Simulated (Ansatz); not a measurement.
A run of Ansatz 0.2.0:

input.yaml

```yaml
crystal:
  lattice:
    - [5.381, 0.0, 0.0]
    - [0.0, 3.428, 0.0]
    - [0.0, 0.0, 5.811]
  atoms:
    - { symbol: Ge, position: [0.312, 0.75, 0.917] }
    - { symbol: Ge, position: [0.688, 0.25, 0.083] }
    - { symbol: Ge, position: [0.188, 0.25, 0.417] }
    - { symbol: Ge, position: [0.812, 0.75, 0.583] }
    - { symbol: Ni, position: [0.495, 0.75, 0.31], spin: 1.0 }
    - { symbol: Ni, position: [0.505, 0.25, 0.69], spin: 1.0 }
    - { symbol: Ni, position: [0.005, 0.25, 0.81], spin: 1.0 }
    - { symbol: Ni, position: [0.995, 0.75, 0.19], spin: 1.0 }
hamiltonian:
  xc: pbesol
  pseudopotentials: { kind: paw }
magnetization:
  spin_polarized: true
kpoints:
  mp_grid: { grid: [5, 8, 5] }
scf:
  occupations: { method: fermi_dirac, width: 0.05 }
output:
  forces: true
  stress: true
  eigenvalues: true
  write_density: true
  write_potential: true
  elf: true
  volumetric_format: npy
```

Potentials or basis: Ansatz PAW.

Launch:

```sh
$ ansatz run input.yaml --threads 4 --pin off --max-ram 11264MiB --backend cpu --events-out ev --progress --plain --runs-dir out
```

Hardware: 4 threads of Arm Neoverse V1 (shared host).

Question: How long does it take, and how much memory?

Answer: Wall time 28 s on 4 threads of Arm Neoverse V1, with other jobs on the host, peak memory 0.89 GiB. Counts: scf iterations 13, plane waves 2113, k points 45, bands 80.
